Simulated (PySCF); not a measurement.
# WH4: forces at shaken geometries

How stiff is WH4? Its atoms are displaced at random by several amounts. The species was built from a template and needn't be a known compound.

Program: PySCF 2.14.0. Level of theory: PBE0, W def2-SVP with ECP60, H def2-SVP; scalar-relativistic core potentials, no spin–orbit coupling. These are calculated values, not measurements.

2 further runs of the same task are left out: 2 for a known fault of the program.

## 1. Starting geometry

5 atoms, charge 0, spin multiplicity 3.

Bond lengths: W1–H2 1.797 Å, W1–H3 1.679 Å, W1–H4 1.679 Å, W1–H5 1.797 Å. Angles: H2–W1–H3 71.5°, H2–W1–H4 132.1°, H2–W1–H5 156.4°, H3–W1–H4 60.6°, H3–W1–H5 132.1°, H4–W1–H5 71.5°.

Coordinates:

```xyz
5
charge 0, multiplicity 3
W     0.17611   -0.17611    0.00000
H     1.67968    0.80740    0.00000
H    -0.24964    1.44829    0.00000
H    -1.44829    0.24964    0.00000
H    -0.80740   -1.67968    0.00000
```

Formal oxidation states: W +4. An earlier session relaxed this geometry at PBE0, W def2-SVP with ECP60, H def2-SVP (triplet, point group C2v).

Its energy there is -69.270577 Eh.

## 2. Atoms moved at random, σ = 0.1 Å

Contents of run.py (the lines that set the calculation):

```python
mol = gto.M(atom='''
W      0.14624    -0.13378     0.02518
H      1.68796     0.80609     0.09168
H     -0.39642     1.48941    -0.05405
H     -1.39391     0.19669    -0.07154
H     -0.69340    -1.70887     0.00873''',
    basis={'W': 'def2-SVP', 'H': 'def2-SVP'},
    ecp={'W': 'def2-SVP'},
    charge=0, spin=2)
mf = dft.UKS(mol, xc='PBE0')
mf.grids.atom_grid = (50, 194)
mf = mf.density_fit()  # fitting sets: W def2-universal-JKFIT, H def2-universal-JKFIT
mf.conv_tol = 1e-08; mf.max_cycle = 55
mf.kernel(dm0)  # dm0: the density of the relaxed state
```

Started as:

```
$ OMP_NUM_THREADS=2 python run.py
```

## 3. Atoms moved at random, σ = 0.03 Å

Contents of run.py (the lines that set the calculation):

```python
mol = gto.M(atom='''
W      0.18677    -0.20471     0.01827
H      1.72711     0.82808     0.00527
H     -0.30922     1.43901    -0.01787
H     -1.47274     0.26587    -0.03931
H     -0.78145    -1.67872     0.03365''',
    basis={'W': 'def2-SVP', 'H': 'def2-SVP'},
    ecp={'W': 'def2-SVP'},
    charge=0, spin=2)
mf = dft.UKS(mol, xc='PBE0')
mf.grids.atom_grid = (50, 194)
mf = mf.density_fit()  # fitting sets: W def2-universal-JKFIT, H def2-universal-JKFIT
mf.conv_tol = 1e-08; mf.max_cycle = 55
mf.kernel(dm0)  # dm0: the density of the relaxed state
```

## 4. Atoms moved at random, σ = 0.06 Å

Contents of run.py (the lines that set the calculation):

```python
mol = gto.M(atom='''
W      0.22585    -0.23034    -0.05832
H      1.61093     0.79078    -0.04854
H     -0.26923     1.50657     0.06583
H     -1.39847     0.19443     0.05380
H     -0.81861    -1.61191    -0.01278''',
    basis={'W': 'def2-SVP', 'H': 'def2-SVP'},
    ecp={'W': 'def2-SVP'},
    charge=0, spin=2)
mf = dft.UKS(mol, xc='PBE0')
mf.grids.atom_grid = (50, 194)
mf = mf.density_fit()  # fitting sets: W def2-universal-JKFIT, H def2-universal-JKFIT
mf.conv_tol = 1e-08; mf.max_cycle = 55
mf.kernel(dm0)  # dm0: the density of the relaxed state
```

**Question.** What will these runs give? Wanted: for each run, σ; energy rise; harmonic estimate −½ F·u; largest force component.

As calculated:

| σ (Å) | energy rise (eV) | harmonic estimate −½ F·u (eV) | largest force component (eV/Å) |
| --- | --- | --- | --- |
| 0.1 | 0.141 | 0.144 | 2.28 |
| 0.03 | 0.060 | 0.059 | 1.59 |
| 0.06 | 0.220 | 0.217 | 2.29 |

Every displacement raises the energy. For a harmonic well the rise equals −½ F·u; the two differ by at most 2 % here (a move with σ = 0.1 Å), from anharmonicity, the grid and the small forces left at the relaxed point. These are double-zeta-type bases without diffuse functions. Spin–orbit coupling is left out for this open shell, where it can reorder the states. Open shells may have lower solutions than the one found.
